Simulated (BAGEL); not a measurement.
# CH6BNO2 (SMILES OBNCO) at HF/3-21G (density fitting with cc-pvqz-jkfit)

What is the energy change on altering one bond length of CH6BNO2 at HF/3-21G (density fitting with cc-pvqz-jkfit)? 

The results are computed with BAGEL 1.2.2.

1 further run of the same task is left out (set aside as unsound or not needed).

### Step 1. The structure to begin with

CH6BNO2: 11 atoms, total charge 0, spin state singlet. SMILES: `OBNCO`. The coordinates come from a PBE0-D4/def2-TZVP relaxation. This is a higher conformer, about 10 kJ/mol above the lowest found by a separate search.

Bond lengths: O1–B2 1.362 Å, B2–N3 1.416 Å, N3–C4 1.423 Å, C4–O5 1.424 Å, O1–H6 0.965 Å, B2–H7 1.197 Å, N3–H8 1.004 Å, C4–H9 1.100 Å, C4–H10 1.096 Å, O5–H11 0.962 Å. Some angles: O1–B2–N3 121.8°, B2–N3–C4 124.5°, N3–C4–O5 109.1°, O1–B2–H7 118.8°, N3–B2–H7 119.3°, B2–O1–H6 111.4°, B2–N3–H8 119.6°, C4–N3–H8 115.8°, N3–C4–H9 110.6°, N3–C4–H10 109.5°.

### Step 2. The energy at HF/3-21G (density fitting with cc-pvqz-jkfit)

File job.json:

```json
{ "bagel": [

{
  "title": "molecule",
  "basis": "3-21g",
  "df_basis": "cc-pvqz-jkfit",
  "angstrom": true,
  "geometry": [
    { "atom": "O", "xyz": [   -0.365300,    1.867300,    0.524000 ] },
    { "atom": "B", "xyz": [   -0.151000,    0.776300,    1.310700 ] },
    { "atom": "N", "xyz": [    0.041300,   -0.514500,    0.761600 ] },
    { "atom": "C", "xyz": [   -0.074500,   -0.827100,   -0.621300 ] },
    { "atom": "O", "xyz": [    0.833500,   -0.016400,   -1.360600 ] },
    { "atom": "H", "xyz": [   -0.145900,    1.684700,   -0.397300 ] },
    { "atom": "H", "xyz": [   -0.135500,    0.915900,    2.499600 ] },
    { "atom": "H", "xyz": [    0.344000,   -1.265700,    1.354800 ] },
    { "atom": "H", "xyz": [   -1.095800,   -0.629000,   -0.978300 ] },
    { "atom": "H", "xyz": [    0.142100,   -1.890000,   -0.774600 ] },
    { "atom": "H", "xyz": [    0.672700,   -0.158500,   -2.298200 ] }
  ]
},
{
  "title": "hf"
},
{
  "title": "print",
  "file": "orbitals.molden",
  "orbitals": true
}

]}
```

Command:

```console
$ BAGEL_NUM_THREADS=1 BAGEL job.json > job.out
```

Log:

```text
* using 1 threads per process

  ===============================================================
  ===============================================================

  *** Geometry ***

  { "atom" : "O", "xyz" : [     -0.690317,      3.528686,      0.990216 ] },
  { "atom" : "B", "xyz" : [     -0.285349,      1.466994,      2.476864 ] },
  { "atom" : "N", "xyz" : [      0.078046,     -0.972264,      1.439215 ] },
  { "atom" : "C", "xyz" : [     -0.140785,     -1.562992,     -1.174087 ] },
  { "atom" : "O", "xyz" : [      1.575087,     -0.030992,     -2.571161 ] },
  { "atom" : "H", "xyz" : [     -0.275711,      3.183622,     -0.750788 ] },
  { "atom" : "H", "xyz" : [     -0.256058,      1.730800,      4.723559 ] },
  { "atom" : "H", "xyz" : [      0.650066,     -2.391826,      2.560201 ] },
  { "atom" : "H", "xyz" : [     -2.070762,     -1.188638,     -1.848719 ] },
  { "atom" : "H", "xyz" : [      0.268530,     -3.571582,     -1.463782 ] },
  { "atom" : "H", "xyz" : [      1.271219,     -0.299522,     -4.342969 ] },

  Number of auxiliary basis functions:      836

  Since a DF basis is specified, we compute 2- and 3-index integrals:
    o Being stored without compression. Storage requirement is 0.022 GB

  Number of basis functions:       57
  Number of electrons      :       40

    * METHOD: MOLECULE                             0.76

  *** RHF ***

  === Nuclear Repulsion ===
   177.5148725843

      * DIIS with orbital gradients will be used.

  === RHF iteration (3-21g) ===
      0       -268.60929889          0.02858209           0.10
      1       -268.75827617          0.01472577           0.10
      2       -268.80124177          0.00172119           0.10
      3       -268.80227105          0.00048781           0.10
      4       -268.80233158          0.00010347           0.10
      5       -268.80233773          0.00002061           0.10
      6       -268.80233798          0.00000676           0.10
      7       -268.80233799          0.00000236           0.10
      8       -268.80233800          0.00000058           0.10
      9       -268.80233800          0.00000020           0.10
     10       -268.80233800          0.00000008           0.10
     11       -268.80233800          0.00000003           0.10
     12       -268.80233800          0.00000001           0.10
    * SCF iteration converged.

    * Permanent dipole moment:
           (    0.177419,     1.472807,     1.123221) a.u.

    * METHOD: HF                                   1.54

    * METHOD: PRINT                                0.01

  ===============================================================
```

Run time: 2.4 s. Hardware: 1 thread of Arm Neoverse V1, shared host; peak memory 0.12 GiB.

### Step 3. The distorted shape

File input.json:

```json
{ "bagel" : [

{
  "title" : "molecule",
  "basis" : "3-21g",
  "df_basis" : "cc-pvqz-jkfit",
  "angstrom" : "true",
  "geometry" : [
    { "atom" : "O", "xyz" : [   -0.307397,    2.023607,    1.215481 ] },
    { "atom" : "B", "xyz" : [   -0.093097,    0.932607,    2.002181 ] },
    { "atom" : "N", "xyz" : [    0.099203,   -0.358193,    1.453081 ] },
    { "atom" : "C", "xyz" : [   -0.074500,   -0.827100,   -0.621300 ] },
    { "atom" : "O", "xyz" : [    0.833500,   -0.016400,   -1.360600 ] },
    { "atom" : "H", "xyz" : [   -0.087997,    1.841007,    0.294181 ] },
    { "atom" : "H", "xyz" : [   -0.077597,    1.072207,    3.191081 ] },
    { "atom" : "H", "xyz" : [    0.401903,   -1.109393,    2.046281 ] },
    { "atom" : "H", "xyz" : [   -1.095800,   -0.629000,   -0.978300 ] },
    { "atom" : "H", "xyz" : [    0.142100,   -1.890000,   -0.774600 ] },
    { "atom" : "H", "xyz" : [    0.672700,   -0.158500,   -2.298200 ] }
  ]
},
{ "title" : "hf" },
{ "title" : "print", "file" : "orbitals.molden", "orbitals" : "true" }

]}
```

Command:

```console
$ BAGEL_NUM_THREADS=1 BAGEL input.json > input.out
```

Log:

```text
* using 1 threads per process

  ===============================================================
  ===============================================================

  *** Geometry ***

  { "atom" : "O", "xyz" : [     -0.580896,      3.824063,      2.296926 ] },
  { "atom" : "B", "xyz" : [     -0.175928,      1.762372,      3.783574 ] },
  { "atom" : "N", "xyz" : [      0.187467,     -0.676887,      2.745925 ] },
  { "atom" : "C", "xyz" : [     -0.140785,     -1.562992,     -1.174087 ] },
  { "atom" : "O", "xyz" : [      1.575087,     -0.030992,     -2.571161 ] },
  { "atom" : "H", "xyz" : [     -0.166290,      3.478999,      0.555922 ] },
  { "atom" : "H", "xyz" : [     -0.146637,      2.026178,      6.030269 ] },
  { "atom" : "H", "xyz" : [      0.759487,     -2.096449,      3.866911 ] },
  { "atom" : "H", "xyz" : [     -2.070762,     -1.188638,     -1.848719 ] },
  { "atom" : "H", "xyz" : [      0.268530,     -3.571582,     -1.463782 ] },
  { "atom" : "H", "xyz" : [      1.271219,     -0.299522,     -4.342969 ] },

  Number of auxiliary basis functions:      836

  Since a DF basis is specified, we compute 2- and 3-index integrals:
    o Being stored without compression. Storage requirement is 0.022 GB

  Number of basis functions:       57
  Number of electrons      :       40

    * METHOD: MOLECULE                             0.76

  *** RHF ***

  === Nuclear Repulsion ===
   160.5279997828

      * DIIS with orbital gradients will be used.

  === RHF iteration (3-21g) ===
      0       -268.41705855          0.03243757           0.11
      1       -268.58664674          0.02045847           0.11
      2       -268.67151968          0.00248462           0.10
      3       -268.67370056          0.00134274           0.11
      4       -268.67418395          0.00026084           0.10
      5       -268.67423720          0.00009359           0.11
      6       -268.67424357          0.00004282           0.11
      7       -268.67424505          0.00001040           0.11
      8       -268.67424513          0.00000364           0.11
      9       -268.67424514          0.00000208           0.10
     10       -268.67424514          0.00000076           0.11
     11       -268.67424514          0.00000030           0.10
     12       -268.67424514          0.00000010           0.10
     13       -268.67424514          0.00000006           0.11
     14       -268.67424514          0.00000003           0.11
     15       -268.67424514          0.00000001           0.11
     16       -268.67424514          0.00000001           0.11
    * SCF iteration converged.

    * Permanent dipole moment:
           (    0.229122,     1.595647,     1.660409) a.u.

    * METHOD: HF                                   2.03

    * METHOD: PRINT                                0.01

  ===============================================================
```

It took 2.9 s on 1 thread of Arm Neoverse V1, shared host; peak memory 0.12 GiB.

### Step 4. What came out

Level: HF/3-21G (density fitting with cc-pvqz-jkfit).

| quantity | value |
| --- | --- |
| first shape: total energy | -268.80234 Eh |
| first shape: dipole moment | 4.73 D |
| first shape: HOMO energy | -10.84 eV |
| first shape: LUMO energy | 5.62 eV |
| first shape: HOMO–LUMO gap | 16.46 eV |
| distorted shape: total energy | -268.67425 Eh |
| distorted shape: dipole moment | 5.88 D |
| distorted shape: HOMO energy | -10.40 eV |
| distorted shape: LUMO energy | 2.96 eV |
| distorted shape: HOMO–LUMO gap | 13.36 eV |
| energy change with the N3–C4 bond stretched from 1.423 to 2.134 Å | 3.486 eV |

With the N3–C4 bond stretched from 1.423 to 2.134 Å the energy rises by 3.49 eV (80 kcal/mol). The first shape isn't relaxed at this level, so the change isn't measured from a minimum.
